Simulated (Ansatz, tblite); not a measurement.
**The cluster Si₂₀H₂₆: spin-state energies by level**

Aim: set other spin states of the cluster Si₂₀H₂₆ against its singlet, on many levels of theory.

The runs use Ansatz 0.2.0, Gaussian basis; as each input shows.

Plan: triplet, relaxed (GFN1-xTB, GFN2-xTB, PBE0-D4/def2-SVP, PBE-D4/def2-SVP, r2SCAN-D4/def2-SVP, B2PLYP/def2-SVP, CAM-B3LYP-D4/def2-SVP, PBE-QIDH/def2-SVP, HF/STO-3G, MP2/def2-SVP, RPA/def2-SVP); the singlet's energies come from earlier runs.

### Step 1. The geometry

The geometry is that of the singlet, from an earlier relaxation (PBE-D4/def2-SVP).

46 atoms, charge 0, spin multiplicity 1.

Atoms are counted from 1 here; the program's logs count them from 0.

Bond lengths: Si1–Si12 2.354 Å, Si1–Si13 2.364 Å, Si1–H21 1.508 Å, Si1–H22 1.507 Å, Si2–Si11 2.354 Å, Si2–Si15 2.354 Å, Si2–H23 1.510 Å, Si2–H24 1.506 Å, Si3–Si14 2.355 Å, Si3–Si16 2.355 Å, Si3–H25 1.511 Å, Si3–H26 1.507 Å, Si4–Si12 2.355 Å, Si4–Si17 2.349 Å, Si4–Si18 2.363 Å, Si4–H27 1.513 Å, Si5–Si14 2.358 Å, Si5–Si17 2.352 Å and more. Angles: Si12–Si1–Si13 100.1°, Si12–Si1–H21 110.3°, Si12–Si1–H22 113.7°, Si13–Si1–H21 112.5°, Si13–Si1–H22 111.2°, H21–Si1–H22 108.9°, Si11–Si2–Si15 110.2°, Si11–Si2–H23 110.0°, Si11–Si2–H24 109.4°, Si15–Si2–H23 109.7°, Si15–Si2–H24 109.6°, H23–Si2–H24 107.9°, Si14–Si3–Si16 109.5°, Si14–Si3–H25 107.8°, Si14–Si3–H26 112.4°, Si16–Si3–H25 107.7°, Si16–Si3–H26 111.6°, H25–Si3–H26 107.8° and more.

### Step 2. Relaxing the triplet

in.yaml

```yaml
crystal:
  periodic: [false, false, false]
  atoms:
    - {symbol: Si, position_ang: [-3.715233, 2.326599, -0.317590]}
    - {symbol: Si, position_ang: [-1.417042, -3.165794, 2.730769]}
    - {symbol: Si, position_ang: [1.646589, -3.300293, -0.360706]}
    - {symbol: Si, position_ang: [-1.240819, 2.087731, -2.946851]}
    - {symbol: Si, position_ang: [1.489355, -0.586119, -2.931121]}
    - {symbol: Si, position_ang: [-1.204901, -0.584699, -0.197068]}
    - {symbol: Si, position_ang: [-1.082301, 2.360617, 2.276578]}
    - {symbol: Si, position_ang: [1.515681, -0.630427, 2.525938]}
    - {symbol: Si, position_ang: [1.492705, 2.120449, -0.240690]}
    - {symbol: Si, position_ang: [4.213818, -0.520465, -0.161606]}
    - {symbol: Si, position_ang: [-2.618991, -1.829198, 1.210424]}
    - {symbol: Si, position_ang: [-2.593181, 0.704270, -1.603161]}
    - {symbol: Si, position_ang: [-1.874839, 3.606664, 0.431241]}
    - {symbol: Si, position_ang: [0.137273, -1.949428, -1.562625]}
    - {symbol: Si, position_ang: [0.096386, -1.843637, 3.956512]}
    - {symbol: Si, position_ang: [2.873427, -1.962124, 1.139560]}
    - {symbol: Si, position_ang: [0.212816, 0.835832, -4.303186]}
    - {symbol: Si, position_ang: [-0.208642, 3.393554, -1.269667]}
    - {symbol: Si, position_ang: [2.863194, 0.778506, -1.593909]}
    - {symbol: Si, position_ang: [0.195563, 0.738219, 1.152959]}
    - {symbol: H, position_ang: [-4.657392, 3.122244, -1.186382]}
    - {symbol: H, position_ang: [-4.487405, 1.751837, 0.842562]}
    - {symbol: H, position_ang: [-2.370646, -3.856443, 3.675410]}
    - {symbol: H, position_ang: [-0.663467, -4.228305, 1.975006]}
    - {symbol: H, position_ang: [2.621587, -3.894853, -1.350136]}
    - {symbol: H, position_ang: [0.958718, -4.438474, 0.347175]}
    - {symbol: H, position_ang: [-2.121423, 2.979535, -3.793583]}
    - {symbol: H, position_ang: [2.365131, -1.479793, -3.780187]}
    - {symbol: H, position_ang: [-2.215163, 1.781647, 3.084778]}
    - {symbol: H, position_ang: [-0.182847, 3.156359, 3.189276]}
    - {symbol: H, position_ang: [2.413964, 0.269036, 3.344856]}
    - {symbol: H, position_ang: [2.342365, 3.009558, 0.639726]}
    - {symbol: H, position_ang: [5.183051, -1.339695, -0.979149]}
    - {symbol: H, position_ang: [5.010562, 0.387339, 0.743612]}
    - {symbol: H, position_ang: [-3.539814, -2.684696, 0.375077]}
    - {symbol: H, position_ang: [-3.466581, -0.857609, 1.995209]}
    - {symbol: H, position_ang: [-3.492179, -0.218393, -2.390090]}
    - {symbol: H, position_ang: [-0.749881, -2.806384, -2.436374]}
    - {symbol: H, position_ang: [0.895145, -2.707632, 4.900901]}
    - {symbol: H, position_ang: [-0.695335, -0.854339, 4.777337]}
    - {symbol: H, position_ang: [3.765090, -2.843970, 1.983769]}
    - {symbol: H, position_ang: [-0.603598, 0.031551, -5.285162]}
    - {symbol: H, position_ang: [1.130460, 1.743878, -5.084934]}
    - {symbol: H, position_ang: [0.269442, 4.728709, -1.783030]}
    - {symbol: H, position_ang: [-2.220139, 5.039212, 0.752389]}
    - {symbol: H, position_ang: [3.729536, 1.629445, -2.493835]}
basis:
  gaussian: {orbitals: def2-SVP, fitting: {mean_field: def2-universal-jkfit}}
magnetization: {spin_polarized: true, initial_magnetization: 2}
hamiltonian: {xc: pbe, dispersion: d4}
scf: {lower_state_search: "off"}
output: {orbitals: {seedname: orbitals}}
relax: {f_tol: 0.03, max_steps: 70}
```

The run is started by

```console
> ansatz run in.yaml --threads 2 --pin off --events-out ev --progress --plain --max-ram 32768MiB --backend cuda --devices 0, --max-vram 18GiB
```

The program printed:

```text
Functional definition: PBE
  name "PBE"
  cite "Perdew, Burke & Ernzerhof, Phys. Rev. Lett. 77, 3865 (1996) doi:10.1103/PhysRevLett.77.3865"
  parent pbe
  parameter kappa = 0.804
  parameter beta = 0.06672455060314922
  exchange = pbe_x(kappa = kappa, mu = beta*pi^2/3)
  correlation = pbe_c(beta = beta)
these checks for a lower state are left out or cut short: stability, starts, cluster_reference, orbital_swaps, neighbouring_geometries, increment
3028 factors; integrals over basis functions are off by at most 3.2e-1 eV
mean field evaluation 1: about -157842.4920 eV, gradient 2.2e1 eV
mean field evaluation 2: about -157840.1122 eV, gradient 2.8e1 eV
mean field evaluation 4: about -157846.8647 eV, gradient 5.8e0 eV
mean field evaluation 8: about -157847.0711 eV, gradient 3.2e0 eV
mean field evaluation 16: about -157847.1654 eV, gradient 5.2e-2 eV
mean field evaluation 32: about -157847.1654 eV, gradient 1.2e-5 eV
mean field -157847.16539436 eV, -5800.7763355912 hartree, gradient 8.9e-6 eV, S^2 2.001954; 0 other end points of the search recorded, 0 dependent functions left out
the calculation of the forces begins
reference -157847.16547886 eV, -5800.7763386966 hartree; 154, 152 occupied and 336, 338 virtual orbitals, 3028 factors
relax step   1: F+E_penalty+E_count = -157850.56419457 eV  Δ(F+E_penalty+E_count) = +0.000e0 eV  max|allowed force component| = 7.841e-1 eV/Å  Δτ_max = 0.0000 Å  (31 SCF iters, accepted)
these checks for a lower state are left out or cut short: stability, starts, cluster_reference, orbital_swaps, neighbouring_geometries, increment
3028 factors; integrals over basis functions are off by at most 3.3e-1 eV
mean field -157847.40623814 eV, -5800.7851864369 hartree, gradient 3.1e-6 eV, S^2 2.002394; 0 other end points of the search recorded, 0 dependent functions left out
the calculation of the forces begins
reference -157847.40632210 eV, -5800.7851895225 hartree; 154, 152 occupied and 336, 338 virtual orbitals, 3028 factors
relax step   2: F+E_penalty+E_count = -157850.80148265 eV  Δ(F+E_penalty+E_count) = -2.373e-1 eV  max|allowed force component| = 5.964e-1 eV/Å  Δτ_max = 0.1727 Å  (41 SCF iters, accepted)
these checks for a lower state are left out or cut short: stability, starts, cluster_reference, orbital_swaps, neighbouring_geometries, increment
3028 factors; integrals over basis functions are off by at most 3.3e-1 eV
mean field -157847.49991453 eV, -5800.7886289806 hartree, gradient 2.0e-6 eV, S^2 2.003310; 0 other end points of the search recorded, 0 dependent functions left out
the calculation of the forces begins
reference -157847.49999778 eV, -5800.7886320401 hartree; 154, 152 occupied and 336, 338 virtual orbitals, 3028 factors
relax step   3: F+E_penalty+E_count = -157850.89982375 eV  Δ(F+E_penalty+E_count) = -9.834e-2 eV  max|allowed force component| = 4.827e-1 eV/Å  Δτ_max = 0.1639 Å  (35 SCF iters, accepted)
[... from here on, the SCF cycles and remarks between the steps are left out ...]
relax step   4: F+E_penalty+E_count = -157851.00233016 eV  Δ(F+E_penalty+E_count) = -1.025e-1 eV  max|allowed force component| = 4.454e-1 eV/Å  Δτ_max = 0.0845 Å  (28 SCF iters, accepted)
relax step   5: F+E_penalty+E_count = -157851.11406426 eV  Δ(F+E_penalty+E_count) = -1.117e-1 eV  max|allowed force component| = 4.679e-1 eV/Å  Δτ_max = 0.1806 Å  (26 SCF iters, accepted)
relax step   6: F+E_penalty+E_count = -157851.29829080 eV  Δ(F+E_penalty+E_count) = -1.842e-1 eV  max|allowed force component| = 5.639e-1 eV/Å  Δτ_max = 0.2000 Å  (26 SCF iters, accepted)
relax step   7: F+E_penalty+E_count = -157851.38716876 eV  Δ(F+E_penalty+E_count) = -8.888e-2 eV  max|allowed force component| = 3.013e-1 eV/Å  Δτ_max = 0.1944 Å  (26 SCF iters, accepted)
relax step   8: F+E_penalty+E_count = -157851.41069188 eV  Δ(F+E_penalty+E_count) = -2.352e-2 eV  max|allowed force component| = 5.657e-1 eV/Å  Δτ_max = 0.1953 Å  (26 SCF iters, accepted)
relax step   9: F+E_penalty+E_count = -157851.53961983 eV  Δ(F+E_penalty+E_count) = -1.289e-1 eV  max|allowed force component| = 1.988e-1 eV/Å  Δτ_max = 0.1999 Å  (21 SCF iters, accepted)
relax step  10: F+E_penalty+E_count = -157851.59338131 eV  Δ(F+E_penalty+E_count) = -5.376e-2 eV  max|allowed force component| = 1.634e-1 eV/Å  Δτ_max = 0.1999 Å  (21 SCF iters, accepted)
relax step  11: F+E_penalty+E_count = -157851.63922874 eV  Δ(F+E_penalty+E_count) = -4.585e-2 eV  max|allowed force component| = 1.500e-1 eV/Å  Δτ_max = 0.1999 Å  (22 SCF iters, accepted)
relax step  12: F+E_penalty+E_count = -157851.64153419 eV  Δ(F+E_penalty+E_count) = -2.305e-3 eV  max|allowed force component| = 5.402e-1 eV/Å  Δτ_max = 0.1937 Å  (22 SCF iters, accepted)
relax step  13: F+E_penalty+E_count = -157851.67075762 eV  Δ(F+E_penalty+E_count) = -2.922e-2 eV  max|allowed force component| = 7.487e-2 eV/Å  Δτ_max = 0.2000 Å  (21 SCF iters, accepted)
relax step  14: F+E_penalty+E_count = -157851.67800032 eV  Δ(F+E_penalty+E_count) = -7.243e-3 eV  max|allowed force component| = 5.146e-2 eV/Å  Δτ_max = 0.1248 Å  (20 SCF iters, accepted)
relax step  15: F+E_penalty+E_count = -157851.68249418 eV  Δ(F+E_penalty+E_count) = -4.494e-3 eV  max|allowed force component| = 1.716e-1 eV/Å  Δτ_max = 0.1711 Å  (20 SCF iters, accepted)
relax step  16: F+E_penalty+E_count = -157851.68615866 eV  Δ(F+E_penalty+E_count) = -3.664e-3 eV  max|allowed force component| = 1.065e-1 eV/Å  Δτ_max = 0.0563 Å  (21 SCF iters, accepted)
relax step  17: F+E_penalty+E_count = -157851.69030260 eV  Δ(F+E_penalty+E_count) = -4.144e-3 eV  max|allowed force component| = 3.135e-2 eV/Å  Δτ_max = 0.0520 Å  (20 SCF iters, accepted)
relax step  18: F+E_penalty+E_count = -157851.69431812 eV  Δ(F+E_penalty+E_count) = -4.016e-3 eV  max|allowed force component| = 8.138e-2 eV/Å  Δτ_max = 0.1369 Å  (20 SCF iters, accepted)
relax step  19: F+E_penalty+E_count = -157851.69510964 eV  Δ(F+E_penalty+E_count) = -7.915e-4 eV  max|allowed force component| = 8.964e-2 eV/Å  Δτ_max = 0.0599 Å  (20 SCF iters, accepted)
relax step  20: F+E_penalty+E_count = -157851.69597682 eV  Δ(F+E_penalty+E_count) = -8.672e-4 eV  max|allowed force component| = 5.408e-2 eV/Å  Δτ_max = 0.0247 Å  (17 SCF iters, accepted)
these checks for a lower state are left out or cut short: stability, starts, cluster_reference, orbital_swaps, neighbouring_geometries, increment
3028 factors; integrals over basis functions are off by at most 3.2e-1 eV
mean field -157848.24160588 eV, -5800.8158856351 hartree, gradient 2.6e-6 eV, S^2 2.007465; 0 other end points of the search recorded, 0 dependent functions left out
the calculation of the forces begins
reference -157848.24168798 eV, -5800.8158886523 hartree; 154, 152 occupied and 336, 338 virtual orbitals, 3028 factors
relax step  21: F+E_penalty+E_count = -157851.69640979 eV  Δ(F+E_penalty+E_count) = -4.330e-4 eV  max|allowed force component| = 9.964e-3 eV/Å  Δτ_max = 0.0124 Å  (16 SCF iters, accepted)
Total energy: -157851.69649189 eV, -5800.9428503542 hartree
Atom 0 at    -4.007012     1.988693    -0.283961 Å, force     0.001630    -0.005217    -0.004558 eV/Å
Atom 1 at    -1.311413    -2.946446     2.876134 Å, force    -0.002253     0.001080     0.008366 eV/Å
Atom 2 at     1.477120    -3.374055    -0.407344 Å, force     0.000276     0.002230    -0.001125 eV/Å
Atom 3 at    -1.396882     2.206105    -2.914062 Å, force    -0.003560    -0.000473     0.004245 eV/Å
Atom 4 at     1.575151    -0.559837    -2.979247 Å, force    -0.001159     0.000933    -0.001978 eV/Å
Atom 5 at    -1.167524    -0.567598    -0.313599 Å, force    -0.002067    -0.003219     0.001392 eV/Å
Atom 6 at    -1.021130     2.422418     2.101068 Å, force     0.002059    -0.004747    -0.000646 eV/Å
Atom 7 at     1.543372    -0.475530     2.342923 Å, force     0.005279     0.001022     0.003691 eV/Å
Atom 8 at     1.845617     1.947732    -0.441531 Å, force    -0.004387    -0.000518     0.004508 eV/Å
Atom 9 at     4.357493    -1.004831    -0.161500 Å, force    -0.001378     0.003491    -0.001599 eV/Å
Atom 10 at    -2.495109    -1.771896     1.214660 Å, force     0.002344     0.001314    -0.007695 eV/Å
Atom 11 at    -2.655113     0.645235    -1.672261 Å, force     0.001370    -0.003896     0.003228 eV/Å
Atom 12 at    -2.416615     3.518212     0.548224 Å, force     0.000759     0.006485    -0.002872 eV/Å
Atom 13 at     0.145647    -1.929700    -1.701157 Å, force    -0.000585     0.003329     0.001829 eV/Å
Atom 14 at     0.160871    -1.474180     3.967751 Å, force     0.001149     0.002169    -0.003298 eV/Å
Atom 15 at     2.736425    -2.112333     1.135545 Å, force    -0.001927    -0.005727    -0.002019 eV/Å
Atom 16 at     0.496034     1.284500    -3.994072 Å, force     0.005898     0.001121    -0.009964 eV/Å
Atom 17 at    -1.157776     3.968227    -1.379618 Å, force    -0.002716    -0.005378    -0.001415 eV/Å
Atom 18 at     3.199059     0.449062    -1.609326 Å, force     0.004276     0.003647     0.007146 eV/Å
Atom 19 at     0.254004     0.863541     0.885429 Å, force     0.005731     0.005281    -0.004015 eV/Å
Atom 20 at    -5.053634     2.711232    -1.095076 Å, force     0.000242     0.001897     0.001780 eV/Å
Atom 21 at    -4.690901     1.211416     0.809804 Å, force     0.000801     0.001460    -0.000344 eV/Å
Atom 22 at    -2.295065    -3.535506     3.857799 Å, force     0.000479    -0.001303     0.000159 eV/Å
Atom 23 at    -0.523004    -4.076113     2.268408 Å, force    -0.001971     0.000724    -0.001274 eV/Å
Atom 24 at     2.460084    -4.087470    -1.305681 Å, force    -0.000613    -0.000696     0.000586 eV/Å
Atom 25 at     0.627254    -4.417057     0.270123 Å, force    -0.000557     0.000105     0.000310 eV/Å
Atom 26 at    -2.284747     2.706496    -4.034137 Å, force     0.001430     0.003644    -0.000231 eV/Å
Atom 27 at     2.214944    -1.405649    -4.056121 Å, force     0.000409    -0.000398    -0.002357 eV/Å
Atom 28 at    -1.820141     1.718910     3.171660 Å, force     0.000054    -0.000611     0.000928 eV/Å
Atom 29 at    -0.093464     3.408146     2.767372 Å, force    -0.000758    -0.000134     0.000767 eV/Å
Atom 30 at     2.561862     0.414868     3.018622 Å, force     0.000027    -0.000293     0.000970 eV/Å
Atom 31 at     2.576045     2.988486     0.378261 Å, force    -0.001015    -0.002549    -0.003323 eV/Å
Atom 32 at     5.187724    -2.001919    -0.934823 Å, force     0.000127    -0.000795    -0.001127 eV/Å
Atom 33 at     5.279577    -0.192925     0.713833 Å, force     0.000383     0.000144    -0.000352 eV/Å
Atom 34 at    -3.398502    -2.702391     0.442344 Å, force    -0.000325    -0.000701     0.001144 eV/Å
Atom 35 at    -3.371642    -0.768425     1.924597 Å, force     0.000429    -0.002713     0.003012 eV/Å
Atom 36 at    -3.436742    -0.316777    -2.535873 Å, force    -0.001871     0.000855     0.000301 eV/Å
Atom 37 at    -0.756542    -2.721168    -2.619687 Å, force    -0.000080     0.001445    -0.001490 eV/Å
Atom 38 at     0.998617    -2.210085     4.984870 Å, force    -0.001614     0.000925    -0.001561 eV/Å
Atom 39 at    -0.633315    -0.411429     4.685137 Å, force    -0.000839    -0.000706    -0.000490 eV/Å
Atom 40 at     3.412347    -3.046037     2.114078 Å, force    -0.000616    -0.000324     0.001031 eV/Å
Atom 41 at    -0.016395     0.855837    -5.350716 Å, force     0.002762     0.003176     0.007925 eV/Å
Atom 42 at     1.526655     2.364861    -4.223482 Å, force    -0.005265    -0.006391     0.002538 eV/Å
Atom 43 at     0.250332     4.449421    -1.113572 Å, force    -0.001621    -0.000542    -0.000613 eV/Å
Atom 44 at    -3.036162     4.762078     1.137274 Å, force     0.000682     0.000874    -0.001515 eV/Å
Atom 45 at     4.152634     1.223900    -2.489046 Å, force    -0.001421    -0.000018     0.000008 eV/Å
Dipole moment:    -0.005367    -0.049628     0.083887 e Å
Checks for a lower state left out: stability, starts, cluster_reference, orbital_swaps, neighbouring_geometries, increment
```

It took 2.4 min on 1 × H100 (card shared with other runs) with 2 threads of AMD EPYC 7R13, shared host; peak host memory 1.1 GiB.

Along the way:

| step | energy from step 1 (eV) | largest force component (eV/Å) |
| --- | --- | --- |
| 1 | 0.0000 | 0.7841 |
| 2 | -0.2373 | 0.5964 |
| 3 | -0.3356 | 0.4827 |
| 4 | -0.4381 | 0.4454 |
| 5 | -0.5499 | 0.4679 |
| 6 | -0.7341 | 0.5639 |
| 7 | -0.8230 | 0.3013 |
| 8 | -0.8465 | 0.5657 |
| 9 | -0.9754 | 0.1988 |
| 10 | -1.0292 | 0.1634 |
| 11 | -1.0750 | 0.1500 |
| 12 | -1.0773 | 0.5402 |
| 13 | -1.1066 | 0.0749 |
| 14 | -1.1138 | 0.0515 |
| 15 | -1.1183 | 0.1716 |
| 16 | -1.1220 | 0.1065 |
| 17 | -1.1261 | 0.0313 |
| 18 | -1.1301 | 0.0814 |
| 19 | -1.1309 | 0.0896 |
| 20 | -1.1318 | 0.0541 |
| 21 | -1.1322 | 0.0100 |

Close pairs (by a distance rule), those that changed most:

| bond | before (Å) | after (Å) | change (Å) |
| --- | --- | --- | --- |
| Si9–Si18 | 2.361 | 3.739 | +1.378 |
| Si13–Si18 | 2.391 | 2.346 | -0.045 |
| Si8–Si20 | 2.345 | 2.362 | +0.017 |
| Si4–Si17 | 2.349 | 2.366 | +0.017 |
| Si9–Si19 | 2.347 | 2.333 | -0.015 |
| Si4–Si18 | 2.363 | 2.349 | -0.014 |
| Si9–Si20 | 2.353 | 2.339 | -0.014 |
| Si5–Si17 | 2.352 | 2.366 | +0.013 |

Contacts that opened: Si9–Si18 2.36 to 3.74 Å.

### Step 3. Triplet, first pass, PBE-D4/def2-SVP

start.molden holds the orbitals of an earlier run on this state, given as this run's starting guess.

in.yaml

```yaml
crystal:
  periodic: [false, false, false]
  atoms:
    - {symbol: Si, position_ang: [-4.007012, 1.988693, -0.283961]}
    - {symbol: Si, position_ang: [-1.311413, -2.946446, 2.876134]}
    - {symbol: Si, position_ang: [1.477120, -3.374055, -0.407344]}
    - {symbol: Si, position_ang: [-1.396882, 2.206105, -2.914062]}
    - {symbol: Si, position_ang: [1.575151, -0.559837, -2.979247]}
    - {symbol: Si, position_ang: [-1.167524, -0.567598, -0.313599]}
    - {symbol: Si, position_ang: [-1.021130, 2.422418, 2.101068]}
    - {symbol: Si, position_ang: [1.543372, -0.475530, 2.342923]}
    - {symbol: Si, position_ang: [1.845617, 1.947732, -0.441531]}
    - {symbol: Si, position_ang: [4.357493, -1.004831, -0.161500]}
    - {symbol: Si, position_ang: [-2.495109, -1.771896, 1.214660]}
    - {symbol: Si, position_ang: [-2.655113, 0.645235, -1.672261]}
    - {symbol: Si, position_ang: [-2.416615, 3.518212, 0.548224]}
    - {symbol: Si, position_ang: [0.145647, -1.929700, -1.701157]}
    - {symbol: Si, position_ang: [0.160871, -1.474180, 3.967751]}
    - {symbol: Si, position_ang: [2.736425, -2.112333, 1.135545]}
    - {symbol: Si, position_ang: [0.496034, 1.284500, -3.994072]}
    - {symbol: Si, position_ang: [-1.157776, 3.968227, -1.379618]}
    - {symbol: Si, position_ang: [3.199059, 0.449062, -1.609326]}
    - {symbol: Si, position_ang: [0.254004, 0.863541, 0.885429]}
    - {symbol: H, position_ang: [-5.053634, 2.711232, -1.095076]}
    - {symbol: H, position_ang: [-4.690901, 1.211416, 0.809804]}
    - {symbol: H, position_ang: [-2.295065, -3.535506, 3.857799]}
    - {symbol: H, position_ang: [-0.523004, -4.076113, 2.268408]}
    - {symbol: H, position_ang: [2.460084, -4.087470, -1.305681]}
    - {symbol: H, position_ang: [0.627254, -4.417057, 0.270123]}
    - {symbol: H, position_ang: [-2.284747, 2.706496, -4.034137]}
    - {symbol: H, position_ang: [2.214944, -1.405649, -4.056121]}
    - {symbol: H, position_ang: [-1.820141, 1.718910, 3.171660]}
    - {symbol: H, position_ang: [-0.093464, 3.408146, 2.767372]}
    - {symbol: H, position_ang: [2.561862, 0.414868, 3.018622]}
    - {symbol: H, position_ang: [2.576045, 2.988486, 0.378261]}
    - {symbol: H, position_ang: [5.187724, -2.001919, -0.934823]}
    - {symbol: H, position_ang: [5.279577, -0.192925, 0.713833]}
    - {symbol: H, position_ang: [-3.398502, -2.702391, 0.442344]}
    - {symbol: H, position_ang: [-3.371642, -0.768425, 1.924597]}
    - {symbol: H, position_ang: [-3.436742, -0.316777, -2.535873]}
    - {symbol: H, position_ang: [-0.756542, -2.721168, -2.619687]}
    - {symbol: H, position_ang: [0.998617, -2.210085, 4.984870]}
    - {symbol: H, position_ang: [-0.633315, -0.411429, 4.685137]}
    - {symbol: H, position_ang: [3.412347, -3.046037, 2.114078]}
    - {symbol: H, position_ang: [-0.016395, 0.855837, -5.350716]}
    - {symbol: H, position_ang: [1.526655, 2.364861, -4.223482]}
    - {symbol: H, position_ang: [0.250332, 4.449421, -1.113572]}
    - {symbol: H, position_ang: [-3.036162, 4.762078, 1.137274]}
    - {symbol: H, position_ang: [4.152634, 1.223900, -2.489046]}
basis:
  gaussian: {orbitals: def2-SVP, fitting: {mean_field: def2-universal-jkfit}, initial_orbitals: start.molden}
magnetization: {spin_polarized: true, initial_magnetization: 2}
hamiltonian: {xc: pbe, dispersion: d4}
output: {orbitals: {seedname: orbitals}}
```

Same command.

The program printed:

```text
Functional definition: PBE
  name "PBE"
  cite "Perdew, Burke & Ernzerhof, Phys. Rev. Lett. 77, 3865 (1996) doi:10.1103/PhysRevLett.77.3865"
  parent pbe
  parameter kappa = 0.804
  parameter beta = 0.06672455060314922
  exchange = pbe_x(kappa = kappa, mu = beta*pi^2/3)
  correlation = pbe_c(beta = beta)
3028 factors; integrals over basis functions are off by at most 3.2e-1 eV
mean field evaluation 1: about -157848.2525 eV, gradient 5.7e-2 eV
mean field evaluation 2: about -157848.2417 eV, gradient 2.1e-3 eV
mean field evaluation 4: about -157848.2417 eV, gradient 1.5e-5 eV
mean field evaluation 8: about -157848.2047 eV, gradient 2.4e0 eV
mean field evaluation 16: about -157848.2417 eV, gradient 3.7e-3 eV
mean field -157848.24168486 eV, -5800.8158885376 hartree, gradient 1.5e-5 eV, S^2 2.007465; 1 other end points of the search recorded, 0 dependent functions left out
reference -157848.24176867 eV, -5800.8158916176 hartree; 154, 152 occupied and 336, 338 virtual orbitals, 3028 factors
Total energy: -157851.69657254 eV, -5800.9428533181 hartree
```

Wall time 14 s (1 × H100 (card shared with other runs) with 2 threads of AMD EPYC 7R13, shared host); peak host memory 1.2 GiB.

From the report: HOMO -4.55 eV, LUMO -4.24 eV (over both spins); ⟨S²⟩ 2.007 (pure: 2.00).

### Step 4. Triplet, GFN1-xTB

Tight binding, by tblite at 300 K electronic temperature and without a spin-polarisation term:

```python
tblite.interface.Calculator('GFN1-xTB', numbers, positions, charge=0, uhf=2).singlepoint()
```

Energy -1379.7039 eV; 0.35 s.

(Part 1 of 2 ends here.)
